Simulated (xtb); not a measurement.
**InBSiH5SF (SMILES B[SiH](F)[S][InH2]) at GFN2-xTB**

We compute a single-point energy of InBSiH5SF. 

The calculation is run with xtb 6.7.1.

2 further runs of the same task are left out: 2 that didn't finish.

## 1. Starting point

InBSiH5SF: 10 atoms, total charge 0, spin state singlet. SMILES: `B[SiH](F)[S][InH2]`. The shape comes from GFN2-xTB, which is rough for such elements, and wasn't checked as a minimum. This is one conformer, not always the lowest.

Bond lengths: B1–Si2 1.918 Å, Si2–F3 1.617 Å, Si2–S4 2.200 Å, S4–In5 2.422 Å, B1–H6 1.175 Å, B1–H7 1.180 Å, Si2–H8 1.457 Å, In5–H9 1.723 Å, In5–H10 1.724 Å. Some angles: B1–Si2–F3 117.3°, B1–Si2–S4 88.2°, F3–Si2–S4 105.9°, Si2–S4–In5 107.1°, B1–Si2–H8 134.6°, F3–Si2–H8 101.3°, S4–Si2–H8 104.0°, Si2–B1–H6 121.3°, Si2–B1–H7 120.9°, S4–In5–H9 119.0°.

## 2. A single-point energy at GFN2-xTB

xtb.inp reads:

```
$scc
   maxiterations=250
$end
```

mol.xyz reads:

```xyz
10
start
B      0.80930    -0.31461     0.85455
Si    -0.22875    -1.75835     0.13672
F      0.54593    -2.84841    -0.77142
S     -1.12359    -0.32532    -1.27168
In    -0.37409     1.88198    -0.61335
H      1.84106    -0.01018     0.38074
H      0.38346     0.36591     1.71884
H     -1.36279    -2.53836     0.61335
H     -1.39400     2.84726     0.38557
H      0.90347     2.70008    -1.43333
```

On the command line:

```sh
$ xtb mol.xyz --sp --gfn 2 -I xtb.inp > xtb.out
```

**Question.** What will come out? Wanted: total energy; dipole moment; HOMO energy; LUMO energy; HOMO–LUMO gap; dispersion energy; mean polarisability.

Computed results:

Level: GFN2-xTB.

```
                      quantity          value
                  total energy   -14.77152 Eh
                 dipole moment         3.13 D
                   HOMO energy      -10.47 eV
                   LUMO energy       -8.49 eV
                 HOMO–LUMO gap        1.98 eV
             dispersion energy  -20.26 kJ/mol
mean polarisability (D4 model)     99.5 bohr³
```
